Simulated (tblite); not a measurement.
# CH9Ge2OSi: the cost of one run

Computed with tblite 0.8.0 and PySCF 2.14.0; each step states its level. No surroundings beyond the atoms listed, unless a continuum is named. Atoms count from 0, parts from 1.

### 1 Starting point

14 atoms, charge 0, multiplicity 2; geometry: distance geometry start.

### 2 Geometry optimisation with GFN2-xTB

The job: settings as JSON, then the geometry in Å.

```
{"job": {"kind": "relax", "xc": "GFN2-xTB", "basis": "xTB"}, "charge": 0, "multiplicity": 2}
C      0.005088    -0.065986     0.424257
Si    -0.960773    -1.470162    -0.379851
Ge     1.876055    -0.135415     0.038608
Ge    -0.842706     1.625956     0.013661
O     -0.153289    -0.302508     1.823383
H     -0.777555    -2.735190     0.355347
H     -2.392419    -1.087030    -0.241618
H     -0.670137    -1.608089    -1.819781
H      2.447585     1.313971    -0.177027
H      2.621709    -0.661818     1.311013
H      2.120830    -1.015239    -1.220492
H     -1.695405     1.991377     1.263826
H     -1.737792     1.406714    -1.234027
H      0.166513     2.765909    -0.160705
```

With the program's defaults for keys left out, this is: GFN2-xTB geometry optimisation, gas phase.

Run with:

```console
OMP_NUM_THREADS=1 python cluster_run.py task.json out
```

One launch serves the whole session: the jobs run in the order shown.

**Question.** How long does this first job take on 1 thread of AMD EPYC 9R45, shared host?

About 4.9 s.
